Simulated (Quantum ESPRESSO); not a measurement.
Runs of Quantum ESPRESSO 7.5 on Al3Cl. Symmetry: Pm-3m, No. 221, cubic system. Conventional cell: a = 4.004 Å, b = 4.004 Å, c = 4.004 Å, α = 90.00°, β = 90.00°, γ = 90.00°. Al (site symmetry 4/mmm) has 8 Al at 2.83 Å and 4 Cl at 2.83 Å as nearest neighbours. Cl (site symmetry m-3m) has 12 Al at 2.83 Å as nearest neighbours. The cell was built by a generator and needn't be a form met in nature.

| k mesh | mesh quality | gap on the mesh (eV) | pressure (GPa) |
| --- | --- | --- | --- |
| 8 × 8 × 8 | not flagged | none | 15.9 |
| 10 × 10 × 10 | not flagged | none | 16.0 |
| 6 × 6 × 6 | not flagged | none | 15.9 |
| 2 × 2 × 2 | coarse | none | (a) |
| 4 × 4 × 4 | coarse | none | 15.8 |

Alike in all rows: task phonons; level PBE; potentials or basis PseudoDojo 0.4.1 SR PBE standard; no spin polarisation; cell as given; cutoff (eV) 789; smearing fermi-dirac 0.05 eV.

Task: Fill in the values left out.

Result: (a) 12.0.

Caveats: some runs use coarse meshes; some modes are imaginary; the cell is more than 3 GPa from zero pressure, which shifts response properties; the mesh is thin for the phonons of a metal (some runs).

A gap of «none» marks a metal or a gap under the smearing width.
